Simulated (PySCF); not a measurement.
**How the numerical set-up moves the result for InH**

Aim: see how much the energy and properties of InH depend on the numerical set-up.

Computed with PySCF 2.14.0. Level: each script names its method and basis.

### 1 Where the work starts

InH: 2 atoms, charge 0, spin multiplicity 1.

Bond lengths: In1–H2 1.710 Å.

### 2 Base script

Input file input.py:

```python
from pyscf import gto, scf, mp

mol = gto.M(
    atom='In 0 0 0; H 0 0 1.71',
    basis='ano-rcc-vdzp',
    charge=0,
    spin=0,
    verbose=4,
)
mf = scf.RHF(mol)
mf = mf.sfx2c1e()
mf.kernel()
mp.MP2(mf, frozen=18).kernel()
mf.dip_moment()
print('orbital energies (hartree):', mf.mo_energy[..., max(0, mol.nelec[1]-3):mol.nelec[0]+3].round(4))
```

Command:

```bash
$ OMP_NUM_THREADS=1 python input.py
```

The log of this run is left out.

Base result: E(SCF) = -5878.758806 Eh, 8 cycles, E(MP2) − E(SCF) = -0.39430 Eh, μ = 0.25 D (of the SCF density).

The bond length is a typed value, not an optimised one.

### 3 Lanl2dz (core potential on, X2C off)

Edit 1 changes basis set: ano-rcc-vdzp → lanl2dz; core potential: off → on; spin-free X2C: on → off; frozen orbitals: 18 → none. The core potential changes with it: totals don't compare.

Input file input.py:

```python
from pyscf import gto, scf, mp

mol = gto.M(
    atom='In 0 0 0; H 0 0 1.71',
    basis='lanl2dz',
    ecp={'In': 'lanl2dz'},
    charge=0,
    spin=0,
    verbose=4,
)
mf = scf.RHF(mol)
mf.kernel()
mp.MP2(mf).kernel()
mf.dip_moment()
print('orbital energies (hartree):', mf.mo_energy[..., max(0, mol.nelec[1]-3):mol.nelec[0]+3].round(4))
```

Command:

```bash
$ OMP_NUM_THREADS=1 python input.py
```

### 4 Def2-svp (core potential on, X2C off)

Edit 2 changes basis set: ano-rcc-vdzp → def2-svp; core potential: off → on; spin-free X2C: on → off; frozen orbitals: 18 → 4. The core potential changes with it: totals don't compare.

Input file input.py:

```python
from pyscf import gto, scf, mp

mol = gto.M(
    atom='In 0 0 0; H 0 0 1.71',
    basis='def2-svp',
    ecp={'In': 'def2-svp'},
    charge=0,
    spin=0,
    verbose=4,
)
mf = scf.RHF(mol)
mf.kernel()
mp.MP2(mf, frozen=4).kernel()
mf.dip_moment()
print('orbital energies (hartree):', mf.mo_energy[..., max(0, mol.nelec[1]-3):mol.nelec[0]+3].round(4))
```

### 5 Density fitting auto

Edit 3 changes density fitting: none → auto.

Edit input.py of step 2 so:

```diff
@@ -11,2 +11,3 @@
 mf = mf.sfx2c1e()
+mf = mf.density_fit()
 mf.kernel()
```

### 6 X2c-svpall

Edit 4 changes basis set: ano-rcc-vdzp → x2c-svpall.

Edit input.py of step 2 so:

```diff
@@ -4,3 +4,3 @@
     atom='In 0 0 0; H 0 0 1.71',
-    basis='ano-rcc-vdzp',
+    basis='x2c-svpall',
     charge=0,
```

What does the calculation give? Wanted: for each run, E(SCF); from base; gap; SCF dipole; after the SCF.

As calculated:

```csv
run,E(SCF) (hartree),from base (eV),cycles,gap (eV),SCF dipole (D),functions,after the SCF
base,-5878.758806,0,8,8.32,0.25,48,"MP2 correlation -10.729 eV, core frozen"
"lanl2dz (core potential on, X2C off)",-2.343671,not comparable,6,8.04,0.24,10,MP2 correlation -0.694 eV
"def2-svp (core potential on, X2C off)",-189.768136,not comparable,8,8.18,0.34,31,"MP2 correlation -1.962 eV, core frozen"
density fitting auto,-5878.758820,-0.0004,8,8.32,0.25,48,"MP2 correlation -10.729 eV, core frozen"
x2c-svpall,-5878.287974,+12.8120,8,8.40,0.27,41,"MP2 correlation -1.868 eV, core frozen"
```

Of the runs whose energies can be compared, “x2c-svpall” moves the SCF energy most (+12.812 eV). x2c-svpall (41 functions) gives an energy 12.81 eV higher than ano-rcc-vdzp (48).
